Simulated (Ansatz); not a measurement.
# C₂H₇NOSi: up Jacob's ladder to CCSD(T)

One table from this session's results is given with a row withheld; the runs are named, their logs left out.

Method: functionals in def2-TZVPP, the program's frozen cores in correlated methods; program: Ansatz 0.2.0, Gaussian basis.

The runs, in order: LDA (SPW92), PBE-D4, revPBE-D4, BLYP-D4, r2SCAN-D4, B97M-V, PBE0-D4, B3LYP-D4, r2SCANh-D4, r2SCAN0-D4, HSE06-D4, BHLYP-D4, CAM-B3LYP-D4, LC-ωPBE, ωB97X-V, ωB97M-V, B2PLYP, PBE-QIDH; CCSD(T)/def2-SVP; CCSD(T)/def2-TZVPP; MP2/def2-QZVPP; extrapolation to the limit; RPA on PBE.

### The relaxed structure

An earlier PBE0-D4 in a triple-zeta def2 set relaxation fixed the geometry.

SMILES `CN(C)[Si]O`, 12 atoms, charge 0, spin multiplicity 1.

Atoms are counted from 1 here; the program's logs count them from 0.

Bond lengths: C1–N2 1.440 Å, C1–H6 1.092 Å, C1–H7 1.097 Å, C1–H8 1.097 Å, N2–C3 1.447 Å, N2–Si4 1.727 Å, C3–H9 1.097 Å, C3–H10 1.094 Å, C3–H11 1.097 Å, Si4–O5 1.655 Å, O5–H12 0.960 Å. Angles: N2–C1–H6 111.8°, N2–C1–H7 111.3°, N2–C1–H8 111.2°, H6–C1–H7 107.5°, H6–C1–H8 107.3°, H7–C1–H8 107.6°, C1–N2–C3 112.5°, C1–N2–Si4 130.3°, C3–N2–Si4 117.2°, N2–C3–H9 111.4°, N2–C3–H10 109.9°, N2–C3–H11 111.4°, H9–C3–H10 108.1°, H9–C3–H11 107.9°, H10–C3–H11 108.1°, N2–Si4–O5 104.7°, Si4–O5–H12 122.8°.

The first run:

in.yaml reads:

```yaml
crystal:
  periodic: [false, false, false]
  atoms:
    - {symbol: C, position_ang: [-0.987678, -0.292282, 0.440809]}
    - {symbol: N, position_ang: [0.294058, 0.058420, -0.113598]}
    - {symbol: C, position_ang: [1.350701, -0.823089, 0.333104]}
    - {symbol: Si, position_ang: [0.732387, 1.332821, -1.192962]}
    - {symbol: O, position_ang: [-0.683156, 2.138660, -1.486761]}
    - {symbol: H, position_ang: [-1.778002, 0.371350, 0.084394]}
    - {symbol: H, position_ang: [-0.977772, -0.233496, 1.536484]}
    - {symbol: H, position_ang: [-1.271979, -1.315954, 0.166495]}
    - {symbol: H, position_ang: [1.461288, -0.793845, 1.424260]}
    - {symbol: H, position_ang: [2.301951, -0.519517, -0.112791]}
    - {symbol: H, position_ang: [1.153954, -1.862419, 0.041934]}
    - {symbol: H, position_ang: [-1.518654, 1.884251, -1.087269]}
basis:
  gaussian: {orbitals: def2-TZVPP}
hamiltonian: {xc: lda}
output: {orbitals: {seedname: orbitals}}
```

Run with:

```
$ ansatz run in.yaml --threads 4 --pin off --events-out ev --progress --plain --max-ram 10444MiB
```

Steps of the session up to this table: LDA; PBE-D4 (GGA); revPBE-D4 (GGA); BLYP-D4 (GGA); r2SCAN-D4 (meta-GGA); B97M-V (meta-GGA); B3LYP-D4 (hybrid); r2SCANh-D4 (hybrid); r2SCAN0-D4 (hybrid); HSE06-D4 (hybrid); BHLYP-D4 (hybrid); CAM-B3LYP-D4 (range-separated); LC-ωPBE (range-separated); ωB97X-V (range-separated); ωB97M-V (range-separated); B2PLYP (double hybrid); PBE-QIDH (double hybrid).

One of the session's tables, all rows but one given; the rest of the session is left out.

It belongs to the step «Frontier levels by functional». 

| functional | HOMO (eV) | gap (eV) |
| --- | --- | --- |
| LDA (SPW92) | -5.64 | 4.05 |
| PBE-D4 | ? | ? |
| revPBE-D4 | -5.50 | 4.12 |
| BLYP-D4 | -5.43 | 4.12 |
| r2SCAN-D4 | -5.74 | 4.41 |
| B97M-V | -5.86 | 4.51 |
| PBE0-D4 | -6.64 | 5.99 |
| B3LYP-D4 | -6.46 | 5.62 |
| r2SCANh-D4 | -6.14 | 5.12 |
| r2SCAN0-D4 | -6.75 | 6.18 |
| HSE06-D4 | -6.24 | 5.21 |
| BHLYP-D4 | -7.63 | 7.86 |
| CAM-B3LYP-D4 | -7.96 | 8.37 |
| LC-ωPBE | -9.24 | 10.73 |
| ωB97X-V | -8.94 | 10.33 |
| ωB97M-V | -8.80 | 10.06 |

Estimate the missing values for PBE-D4.

As computed: HOMO (eV): -5.55; gap (eV): 4.11. In the column «HOMO (eV)» it lies between LDA (SPW92) (-5.64) and revPBE-D4 (-5.50).
